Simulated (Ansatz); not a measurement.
# SnH₄O: a relaxed scan of the bond length Sn2–H5

One table from this session's results is given with a row withheld; the runs are named, their logs left out.

Computed with Ansatz 0.2.0, Gaussian basis. Level: single points in def2-TZVPP.

Levels: PBE-D4, r2SCAN-D4, PBE0-D4, B3LYP-D4, wB97M-V, Hartree-Fock, MP2, CCSD, CCSD(T). The scan takes 1.402, 1.474, 1.579, 1.702, 1.839, 1.986, 2.142, 2.307, 2.478 Å.

Cores are frozen in the correlated methods. Filled d shells of the heavier atoms are correlated. Core potentials replace the inner electrons past krypton, and spin-orbit coupling is left out. B3LYP uses VWN-RPA correlation.

35 further runs of the same task are left out: 35 set aside as unsound or not needed.

### Starting geometry

The minimum, relaxed at PBE0-D4: SMILES `[OH][SnH3]`, 6 atoms, charge 0, spin multiplicity 1.

Atoms are counted from 1 here; the program's logs count them from 0.

Bond lengths: O1–Sn2 1.970 Å, O1–H3 0.959 Å, Sn2–H4 1.709 Å, Sn2–H5 1.709 Å, Sn2–H6 1.698 Å. Angles: Sn2–O1–H3 113.2°, O1–Sn2–H4 108.5°, O1–Sn2–H5 108.5°, O1–Sn2–H6 103.1°, H4–Sn2–H5 110.8°, H4–Sn2–H6 112.8°, H5–Sn2–H6 112.7°.

Coordinates:

```xyz
6
H4OSn
O     0.9143   -0.7524    0.9308
Sn   -0.2823    0.3542   -0.1751
H     1.1502   -1.5851    0.5168
H    -1.7211   -0.5231   -0.4615
H     0.5141    0.7116   -1.6447
H    -0.5331    1.7307    0.7874
```

Energies of the minimum (eV), from earlier single points: PBE-D4 -7941.96745, r2SCAN-D4 -7945.54439, PBE0-D4 -7942.29525, B3LYP-D4 -7946.70227, wB97M-V -7942.11086, CCSD(T) -7923.45725.

At the minimum the bond length Sn2–H5 is 1.709 Å.

Set-up of the first run:

The input, relax/in.yaml:

```yaml
crystal:
  periodic: [false, false, false]
  atoms:
    - {symbol: O, position_ang: [0.914312, -0.752439, 0.930796]}
    - {symbol: Sn, position_ang: [-0.282347, 0.354232, -0.175111]}
    - {symbol: H, position_ang: [1.150181, -1.585079, 0.516790]}
    - {symbol: H, position_ang: [-1.721080, -0.523090, -0.461499]}
    - {symbol: H, position_ang: [0.370924, 0.647384, -1.380475]}
    - {symbol: H, position_ang: [-0.533069, 1.730741, 0.787381]}
basis:
  gaussian: {orbitals: def2-TZVP}
hamiltonian: {xc: pbe0, dispersion: d4}
relax: {f_tol: 0.005, max_steps: 200, constraints: [{distance: [1, 4]}]}
```

No record of the launch command was kept for these runs.

Among the steps run: Sn2–H5 = 1.402 Å; Sn2–H5 = 1.474 Å; Sn2–H5 = 1.579 Å; Sn2–H5 = 1.702 Å; Sn2–H5 = 1.839 Å; Sn2–H5 = 1.986 Å; Sn2–H5 = 2.142 Å; Sn2–H5 = 2.307 Å; Sn2–H5 = 2.478 Å.

One table of the session follows, with a row left open; its other results are not shown here.

Energies less that of the minimum at the same level (kcal/mol):

| bond length (Å) | PBE-D4 | PBE0-D4 | B3LYP-D4 | wB97M-V | Hartree-Fock |
| --- | --- | --- | --- | --- | --- |
| 1.402 | 23.0 | 22.3 | 22.6 | 21.6 | 23.8 |
| 1.474 | 12.1 | 11.4 | 11.7 | 10.9 | 12.2 |
| 1.579 | 3.7 | 3.2 | 3.3 | 2.8 | 3.4 |
| 1.702 | 0.0 | 0.0 | 0.0 | 0.0 | 0.0 |
| 1.709 (minimum) | 0.0 | 0.0 | 0.0 | 0.0 | 0.0 |
| 1.839 | 1.6 | 2.2 | 2.0 | 2.6 | 2.5 |
| 1.986 | 7.0 | 8.4 | 8.0 | 9.3 | 9.4 |
| 2.142 | 14.7 | 17.0 | 16.1 | 18.6 | 19.2 |
| 2.307 | ? | ? | ? | ? | ? |
| 2.478 | 33.4 | 37.9 | 36.1 | 40.6 | 43.0 |

Estimate the missing values for bond length (Å) = 2.307.

Worked estimate for «PBE-D4». A straight line through the neighbours (2.142, 14.7) and (2.478, 33.4) gives 14.7 + (33.4 − 14.7) × (2.307 − 2.142) / (2.478 − 2.142) = 23.9; a parabola fitted to 3 rows on both sides gives 23.5.

The run gave: PBE-D4: 23.8; PBE0-D4: 27.2; B3LYP-D4: 25.8; wB97M-V: 29.3; Hartree-Fock: 30.8. In «PBE-D4» the line misses by +0.1 and the parabola by -0.3.

Caveats from the session: A polynomial through the near points puts the CCSD(T) minimum 0.010 Å below the PBE0-D4 value.
